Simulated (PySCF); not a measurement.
# CH5ClOSi: the cost of one run

The runs use PySCF 2.14.0, with density-fitted response routines of our own; the level of theory stands in each step. All values are computed, except where a source is named. Atoms count from 0, in the outputs and in this text.

## (1) Starting geometry

9 atoms, charge 0, multiplicity 1; geometry from: GFN2-xTB. The atoms were then displaced at random by about 0.01 Å, so the start is not that level's minimum.

Bonds of the start (Å): O0–Si1 1.62, Si1–C2 1.93, C2–Cl3 1.78, O0–H4 0.97, Si1–H5 1.45, Si1–H6 1.46, C2–H7 1.06, C2–H8 1.07.

## (2) Geometry optimisation at PBE0-D3(BJ)/def2-SVP

Job settings and geometry (Å):

```
{"job": {"xc": "PBE0", "basis": "def2-SVP", "d3": "d3bj", "grid": 1, "shake": 0.01, "kind": "geom"}, "charge": 0, "multiplicity": 1}
O      1.723300     0.626750     0.201280
Si     0.655210    -0.588320     0.159620
C     -1.075700     0.027050    -0.437230
Cl    -1.566350     1.355650     0.642680
H      1.463200     1.492060     0.560880
H      1.222010    -1.471960    -0.840660
H      0.483850    -1.175190     1.485950
H     -1.808170    -0.731790    -0.391500
H     -1.039550     0.448600    -1.414740
```

Started as:

```bash
$ OMP_NUM_THREADS=1 python probes_run.py task.json out
```

This one command runs all jobs of the session in turn.

**Question.** How long does this first job take on 1 thread of AMD EPYC 7R43, shared host, and how much memory does it need?

About 20 s, with a peak of 0.39 GiB.
